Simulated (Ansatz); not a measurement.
# CoO: the cost of one run

Computed with Ansatz 0.2.0 (DFT PBE without U, plane waves, PAW, unless a step's input says otherwise).

### 1 The starting structure

Symmetry: Fm-3m, No. 225, cubic system. Conventional cell: a = 4.263 Å, b = 4.263 Å, c = 4.263 Å, α = 90.00°, β = 90.00°, γ = 90.00°. Co (site symmetry m-3m) has 6 O at 2.13 Å as nearest neighbours. Around O (site symmetry m-3m) lie 6 Co at 2.13 Å.

Structure file:

```
CELL_PARAMETERS angstrom
0.00000 2.13150 2.13150
2.13150 0.00000 2.13150
2.13150 2.13150 0.00000
ATOMIC_POSITIONS crystal
Co 0.00000 0.00000 0.00000
O 0.50000 0.50000 0.50000
```

Magnetic order typed: ferromagnetic.

### 2 From atoms, symmetry kept, no search

input.yaml

```yaml
crystal:
  lattice:
    - [0.0, 2.13150166, 2.13150166]
    - [2.13150166, 0.0, 2.13150166]
    - [2.13150166, 2.13150166, 0.0]
  atoms:
    - { symbol: Co, position: [0.0, 0.0, 0.0], spin: 3.0 }
    - { symbol: O, position: [0.5, 0.5, 0.5] }
basis:
  ecutwfc: 420
  ecutrho_ratio: 4
kpoints:
  mp_grid: { grid: [8, 8, 8] }
hamiltonian:
  xc: pbe
scf:
  occupations: { method: gaussian, width: 0.05 }
  lower_state_search: "off"
  max_iter: 150
output:
  forces: true
  stress: true
  eigenvalues: true
  populations: true
  hubbard: { sites: [{ site: 0, l: d }] }
magnetization:
  spin_polarized: true
```

Started as:

```console
$ ansatz run input.yaml --threads 2 --pin off --max-ram 3072MiB --backend cpu --events-out ev --progress --plain --runs-dir out
```

**Question.** How long does this run take on 2 threads of Arm Neoverse V1, shared host, and how much memory does it need?

About 1.4 s, with a peak of 0.27 GiB.
